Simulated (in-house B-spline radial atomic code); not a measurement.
# Ta in a hard spherical wall

Aim: energy and levels of Ta squeezed by an impenetrable sphere of shrinking radius. More than one configuration is followed.

Method: Dirac-Coulomb LDA (Slater, VWN5), spherical fractional occupations, Fermi nucleus, basis-set limit. Code: in-house B-spline radial atomic code version 1.

**1. The atom as given**

- element: tantalum (Z = 73)
- charge: 0
- electrons: 73
- configuration: [Xe] 4f14 5d3 6s2
- Hamiltonian: Dirac-Coulomb
- nucleus: Fermi, rms radius 5.351 fm

Outer shells as boxes (Hund's rule):

[Xe] 4f14 5d3 6s2
```
[Xe] core
4f [↑↓][↑↓][↑↓][↑↓][↑↓][↑↓][↑↓]
5d [↑ ][↑ ][↑ ][  ][  ]
6s [↑↓]
```

The boxes only draw the filling; these runs are spin-restricted and spherical.

**2. Reference run without a wall**

The run's settings:

```ini
Z = 73
electrons = 73.0
configuration = [Xe] 4f14 5d3 6s2
hamiltonian = dirac
method = lda,vwn
spin_polarised = False
nucleus = fermi
rms_radius = 5.3507
mass_number = 181
atomic_mass = 180.947998528
speed_of_light = 137.035999084
```

**3. Wall at 6.34 bohr, configuration [Xe] 4f14 5d3 6s2**

Changes to the settings of step 2:

```diff
@@ -11 +11,2 @@
 speed_of_light = 137.035999084
+wall_radius = 6.34
```

**4. Wall at 2.98 bohr, configuration [Xe] 4f14 5d3 6s2**

Changes to the settings of step 3:

```diff
@@ -11,2 +11,2 @@
 speed_of_light = 137.035999084
-wall_radius = 6.34
+wall_radius = 2.98
```

**5. Wall at 1.52 bohr, configuration [Xe] 4f14 5d3 6s2**

Changes to the settings of step 4:

```diff
@@ -11,2 +11,2 @@
 speed_of_light = 137.035999084
-wall_radius = 2.98
+wall_radius = 1.52
```

**6. Wall at 6.34 bohr, configuration [Xe] 4f14 5d2 6s2 6f1**

The run's settings:

```ini
Z = 73
electrons = 73.0
configuration = [Xe] 4f14 5d2 6s2 6f1
hamiltonian = dirac
method = lda,vwn
spin_polarised = False
nucleus = fermi
rms_radius = 5.3507
mass_number = 181
atomic_mass = 180.947998528
speed_of_light = 137.035999084
wall_radius = 6.34
```

**7. Wall at 2.98 bohr, configuration [Xe] 4f14 5d2 6s2 6f1**

Changes to the settings of step 6:

```diff
@@ -11,2 +11,2 @@
 speed_of_light = 137.035999084
-wall_radius = 6.34
+wall_radius = 2.98
```

**8. Wall at 1.52 bohr, configuration [Xe] 4f14 5d2 6s2 6f1**

Changes to the settings of step 7:

```diff
@@ -11,2 +11,2 @@
 speed_of_light = 137.035999084
-wall_radius = 2.98
+wall_radius = 1.52
```

**9. Wall at 6.34 bohr, configuration [Kr] 4d10 4f14 5s2 5p5 5d3 6s2 6d1**

The run's settings:

```ini
Z = 73
electrons = 73.0
configuration = [Kr] 4d10 4f14 5s2 5p5 5d3 6s2 6d1
hamiltonian = dirac
method = lda,vwn
spin_polarised = False
nucleus = fermi
rms_radius = 5.3507
mass_number = 181
atomic_mass = 180.947998528
speed_of_light = 137.035999084
wall_radius = 6.34
```

**10. Wall at 2.98 bohr, configuration [Kr] 4d10 4f14 5s2 5p5 5d3 6s2 6d1**

Changes to the settings of step 9:

```diff
@@ -11,2 +11,2 @@
 speed_of_light = 137.035999084
-wall_radius = 6.34
+wall_radius = 2.98
```

**11. Wall at 1.52 bohr, configuration [Kr] 4d10 4f14 5s2 5p5 5d3 6s2 6d1**

Changes to the settings of step 10:

```diff
@@ -11,2 +11,2 @@
 speed_of_light = 137.035999084
-wall_radius = 2.98
+wall_radius = 1.52
```

What do the energy and the highest level do as the wall closes in, and which configuration is lower at each radius?

The runs gave:

| configuration | radius (bohr) | energy above the free system (eV) | highest level (eV) |
| --- | --- | --- | --- |
| [Xe] 4f14 5d3 6s2 | 6.34 | 1.083 | -2.432 (5d5/2) |
| [Xe] 4f14 5d3 6s2 | 2.98 | 78.297 | 29.014 (6s1/2) |
| [Xe] 4f14 5d3 6s2 | 1.52 | 1611.58 | 388.19 (6s1/2) |
| [Xe] 4f14 5d2 6s2 6f1 | 6.34 | 29.845 | 24.567 (6f7/2) |
| [Xe] 4f14 5d2 6s2 6f1 | 2.98 | 189.19 | 127.77 (6f7/2) |
| [Xe] 4f14 5d2 6s2 6f1 | 1.52 | 2030.58 | 601.91 (6f7/2) |
| [Kr] 4d10 4f14 5s2 5p5 5d3 6s2 6d1 | 6.34 | 50.786 | 7.479 (6d5/2) |
| [Kr] 4d10 4f14 5s2 5p5 5d3 6s2 6d1 | 2.98 | 180.30 | 79.057 (6d5/2) |
| [Kr] 4d10 4f14 5s2 5p5 5d3 6s2 6d1 | 1.52 | 2031.50 | 529.36 (6d5/2) |

What this shows: For [Xe] 4f14 5d3 6s2 the energy above the free reference is 1.083 eV at 6.34 bohr and 1611.58 eV at 1.52 bohr. Its highest level passes zero between 6.34 and 2.98 bohr; in smaller spheres the level is positive, pushed up by confinement, and the wall keeps the electron in. Of [Xe] 4f14 5d3 6s2 and [Xe] 4f14 5d2 6s2 6f1, the first stays lower at every radius that both share. At 1.52 bohr the lowest of all 3 is [Xe] 4f14 5d3 6s2. A hard wall is a crude model of an atom's surroundings.
